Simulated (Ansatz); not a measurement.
# TiBr2Cl2: how energies converge with the basis set

One table from this session's results is given with a row withheld; the runs are named, their logs left out.

Computed with Ansatz 0.2.0, Gaussian basis. Level: one geometry, several basis sets.

The runs, in order: PBE0-D4/def2-SVP; ωB97M-V/def2-SVP; PBE0-D4/def2-QZVPP; ωB97M-V/def2-QZVPP; the functionals' def2-TZVPP values are taken from earlier runs.

## Structure used throughout

The geometry comes from an earlier relaxation with PBE0-D4 in a triple-zeta def2 set; it is a stationary point.

SMILES `[Cl][Ti]([Cl])([Br])[Br]`, 5 atoms, charge 0, spin multiplicity 1.

Atoms are counted from 1 here; the program's logs count them from 0.

Bond lengths: Cl1–Ti2 2.161 Å, Ti2–Cl3 2.161 Å, Ti2–Br4 2.316 Å, Ti2–Br5 2.316 Å. Angles: Cl1–Ti2–Cl3 109.7°, Cl1–Ti2–Br4 109.5°, Cl1–Ti2–Br5 109.5°, Cl3–Ti2–Br4 109.5°, Cl3–Ti2–Br5 109.5°, Br4–Ti2–Br5 109.3°.

Geometry (Å):

```
Cl   -0.7185   -0.2282    2.0485
Ti    0.0160   -0.0214    0.0270
Cl    1.7968   -1.2188   -0.2254
Br   -1.6095   -0.7329   -1.4612
Br    0.5153    2.2013   -0.3890
```

The first run:

Input file in.yaml:

```yaml
crystal:
  periodic: [false, false, false]
  atoms:
    - {symbol: Cl, position_ang: [-0.718526, -0.228196, 2.048541]}
    - {symbol: Ti, position_ang: [0.015960, -0.021419, 0.026989]}
    - {symbol: Cl, position_ang: [1.796817, -1.218821, -0.225363]}
    - {symbol: Br, position_ang: [-1.609548, -0.732910, -1.461155]}
    - {symbol: Br, position_ang: [0.515297, 2.201346, -0.389002]}
basis:
  gaussian: {orbitals: def2-SVP}
hamiltonian: {xc: pbe0, dispersion: d4}
output: {orbitals: {seedname: orbitals}}
```

Started as:

```
ansatz run in.yaml --threads 4 --pin off --events-out ev --progress --plain --max-ram 11315MiB
```

Among the steps run: PBE0-D4 in def2-SVP; ωB97M-V in def2-SVP; PBE0-D4 in def2-QZVPP; ωB97M-V in def2-QZVPP.

One table of the session follows, with a row left open; its other results are not shown here.

It belongs to the step «Density functionals: the series». 

| functional | basis | HOMO (eV) | LUMO (eV) |
| --- | --- | --- | --- |
| PBE0-D4 | def2-SVP | -8.86 | -3.82 |
| PBE0-D4 | def2-TZVPP | -8.92 | -3.73 |
| PBE0-D4 | def2-QZVPP | -8.93 | -3.74 |
| ωB97M-V | def2-SVP | ? | ? |
| ωB97M-V | def2-TZVPP | -11.02 | -1.66 |
| ωB97M-V | def2-QZVPP | -11.03 | -1.68 |

Q: Estimate the row for ωB97M-V, def2-SVP from the others.

As computed: HOMO (eV): -10.91; LUMO (eV): -1.70. In the column «HOMO (eV)» it lies between ωB97M-V, def2-TZVPP (-11.02) and PBE0-D4, def2-QZVPP (-8.93).
